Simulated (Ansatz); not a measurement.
# Ca3Fe: the cost of one run

Computed with Ansatz 0.2.0 (DFT PBE, scalar-relativistic, plane waves, PAW, unless a step's input says otherwise).

## Step 1: The starting structure

It takes space group Pm-3m (No. 221, cubic). Conventional cell: a = 4.537 Å, b = 4.537 Å, c = 4.537 Å, α = 90.00°, β = 90.00°, γ = 90.00°. Ca (site symmetry 4/mmm) is surrounded by 8 Ca at 3.21 Å and 4 Fe at 3.21 Å. Fe (site symmetry m-3m) is surrounded by 12 Ca at 3.21 Å.

As a file:

```cif
data_structure
_symmetry_space_group_name_H-M 'P 1'
_symmetry_Int_Tables_number 1
_cell_length_a 4.5366
_cell_length_b 4.5366
_cell_length_c 4.5366
_cell_angle_alpha 90.000
_cell_angle_beta 90.000
_cell_angle_gamma 90.000
_cell_volume 93.36
loop_
_atom_site_label
_atom_site_type_symbol
_atom_site_fract_x
_atom_site_fract_y
_atom_site_fract_z
_atom_site_occupancy
Ca1 Ca 0.00000 0.50000 0.50000 1
Ca2 Ca 0.50000 0.00000 0.50000 1
Ca3 Ca 0.50000 0.50000 0.00000 1
Fe1 Fe 0.00000 0.00000 0.00000 1
```

This is candidate A: Cu3Au (L1_2) type (Pm-3m, No. 221).

(A quick probe on a coarse mesh, which set the mesh and smearing, is not shown.)

## Step 3: Rough relaxation on the coarse mesh (candidate A)

input.yaml

```yaml
crystal:
  lattice:
    - [4.5365722341, 0.0, 0.0]
    - [0.0, 4.5365722341, 0.0]
    - [0.0, 0.0, 4.5365722341]
  atoms:
    - { symbol: Ca, position: [0.0, 0.5, 0.5], spin: -0.15 }
    - { symbol: Ca, position: [0.5, 0.0, 0.5], spin: -0.15 }
    - { symbol: Ca, position: [0.5, 0.5, 0.0], spin: -0.15 }
    - { symbol: Fe, position: [0.0, 0.0, 0.0], spin: 2.61 }
basis:
  ecutwfc: 420
kpoints:
  mp_grid: { grid: [4, 4, 4] }
hamiltonian:
  xc: pbe
scf:
  occupations: { method: gaussian, width: 0.1 }
  lower_state_search: "off"
output:
  forces: true
  stress: true
  eigenvalues: true
  populations: true
magnetization:
  spin_polarized: true
relax:
  adjacent_minimum: "off"
  f_tol: 0.04
  max_steps: 70
  cell: { stress_tol: 0.4 }
```

Started as:

```
$ ansatz run input.yaml --threads 1 --pin off --max-ram 2560MiB --backend cpu --events-out ev --progress --plain --runs-dir out
```

**Question.** How long does this run take on 1 thread of Arm Neoverse V2, shared host, and how much memory does it need?

About 34 s, with a peak of 0.39 GiB.
